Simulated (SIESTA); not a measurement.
MgZn2O3:

```xyz
6
Lattice="3.0526 0.0000 0.0000 -1.5263 2.6436 0.0000 0.0000 0.0000 7.4520" Properties=species:S:1:pos:R:3 pbc="T T T"
Zn    1.5263    0.8812    2.4710
Zn    0.0000    1.7624    4.9811
Mg    0.0000    0.0000    0.0000
O     0.0000    0.0000    3.7260
O     1.5263    0.8812    6.2545
O     0.0000    1.7624    1.1975
```

The cell comes from a database or a generator and needn't be the stable form of this composition.

| Quantity | Value |
| --- | --- |
| Program | SIESTA 5.4.2 |
| Task | single point |
| Functional | PBEsol |
| Potentials or basis | PseudoDojo 0.4 standard (PBEsol files) |
| Basis | DZP (energy shift 0.003 Ry; two zetas on semicore shells) |
| Grid cutoff | 800 Ry |
| Energy shift | 0.003 Ry |
| k mesh | 10 × 10 × 4 |
| Occupations | fermi-dirac, width 0.05 eV |
| Spin | no spin polarisation |

On this cell: pressure -6.2 GPa; largest force 0.188 eV/Å; band gap on the k mesh 1.75 eV, direct.

The same run follows on a disturbed copy (atoms moved at random, drawn with an rms of 0.05 Å):

```
Zn Mg O
1.0
     3.05260    0.00000    0.00000
    -1.52630    2.64363    0.00000
     0.00000    0.00000    7.45204
Zn Mg O
2 1 3
Direct
  0.67431 0.33616 0.33679
  0.33101 0.66574 0.67214
  0.99718 0.98366 0.99578
  0.02312 0.02708 0.50267
  0.66984 0.33426 0.83058
  0.33515 0.67450 0.16527
```

Task: What does the disturbed cell give?

Result: The energy moves by +9.5 meV/atom; pressure -5.5 GPa; largest force 0.722 eV/Å; band gap on the k mesh 1.67 eV, direct.

Forces on the atoms (eV/Å):
```
Zn  -0.027  0.054 -0.144
Zn   0.074  0.093 -0.710
Mg  -0.080  0.275  0.663
O   -0.040 -0.165 -0.004
O   -0.017 -0.118  0.612
O    0.090 -0.142 -0.418
```

Stress tensor (GPa, compression positive):
```
-5.39  0.01  0.04
 0.01 -5.44  0.07
 0.04  0.07 -5.81
```

Caveats: short orbitals over semicore shells can move pressures by several GPa; the valence orbitals were made in a potential fitted to the semicore shell under them, which widens gaps by tenths of an eV or more; the basis of atomic orbitals isn't converged, which shifts pressures, moduli and gaps.

